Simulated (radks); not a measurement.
# Spin polarisation of the 4f shell in Pr³⁺

One table from this session's results is given with a row withheld; the runs are named, their logs left out.

Method: non-relativistic Kohn-Sham, LDA (Slater exchange, Perdew-Wang correlation), spin-polarised, spherical densities, point nucleus. Code: radks (a radial shooting solver on a logarithmic mesh, Libxc functionals) version 1.

**The system**

| Property | Result |
| --- | --- |
| element | praseodymium (Z = 59) |
| charge | +3 |
| electrons | 56 |
| configuration | [Xe] 4f(up 1, down 1) |

A shell typed twice in an input gives spin up, then spin down.

The first run:

The run's settings:

```text
Z 59
configuration [Xe] 4f1 4f1
relativity non-relativistic
functional lda,pw
spin polarised
nucleus point
```

Among the steps run: No moment.

One of the session's tables, all rows but one given; the rest of the session is left out.

It belongs to the step «No moment». Radial moments (bohr):

| level | <r> | outermost maximum (interpolated) | 90 % within | nodes |
| --- | --- | --- | --- | --- |
| 3p | 0.2775 | 0.251 | 0.414 | 1 |
| 3d | 0.2483 | 0.201 | 0.387 | 0 |
| 4s | 0.6532 | 0.608 | 0.937 | 3 |
| 4p | 0.6719 | 0.617 | 0.976 | 2 |
| 4d | 0.7208 | 0.633 | 1.08 | 1 |
| 5s | ? | ? | ? | ? |
| 5p | 1.702 | 1.52 | 2.46 | 3 |
| 4f | 0.9612 | 0.658 | 1.62 | 0 |

**Question.** Estimate the row for 5s.

The run gave: <r>: 1.536; outermost maximum (interpolated): 1.40; 90 % within: 2.20; nodes: 4. In the column «<r>» it lies between 4f (0.9612) and 5p (1.702).
